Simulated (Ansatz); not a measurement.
# SrCa: the cost of one run

Method: DFT PBEsol, scalar-relativistic, plane waves, PAW, in Ansatz 0.2.0.

### Step 1. Starting point

The structure is trigonal, space group R-3m (No. 166). The conventional cell has a = 4.135 Å, b = 4.135 Å, c = 20.205 Å, α = 90.00°, β = 90.00°, γ = 120.00°. Sr (site symmetry -3m) is surrounded by 6 Ca at 4.13 Å and 6 Sr at 4.13 Å. Ca (site symmetry -3m) has 6 Sr at 4.13 Å and 6 Ca at 4.13 Å as nearest neighbours.

As a file:

```
Sr Ca
1.0
     2.06737    1.19360    6.73499
    -2.06737    1.19360    6.73499
     0.00000   -2.38720    6.73499
Sr Ca
1 1
Cartesian
  0.0000 0.0000 10.1025
  0.0000 0.0000 0.0000
```

The structure comes from the Materials Project (structure only).

### Step 2. A change within the space group

Against the listed cell: strain xx, yy, zz, yz, xz, xy = +1.6, +1.6, -4.4, +0.0, +0.0, +0.0 %.

input.yaml

```yaml
crystal:
  lattice:
    - [2.1010309959, 1.213030811, 6.4405372185]
    - [-2.1010309959, 1.213030811, 6.4405372185]
    - [0.0, -2.4260616221, 6.4405372185]
  atoms:
    - { symbol: Sr, position: [0.5, 0.5, 0.5] }
    - { symbol: Ca, position: [0.0, 0.0, 0.0] }
basis:
  ecutwfc: 420
kpoints:
  mp_grid: { grid: [12, 12, 12] }
hamiltonian:
  xc: pbesol
scf:
  occupations: { method: gaussian, width: 0.1 }
output:
  forces: true
  stress: true
  eigenvalues: true
```

Launch:

```bash
$ ansatz run input.yaml --threads 1 --pin off --max-ram 1331MiB --backend cpu --events-out ev --progress --plain --runs-dir out
```

What time and memory should one allow on 1 thread of an Arm CPU, shared host?

About 14 s, with a peak of 0.49 GiB.
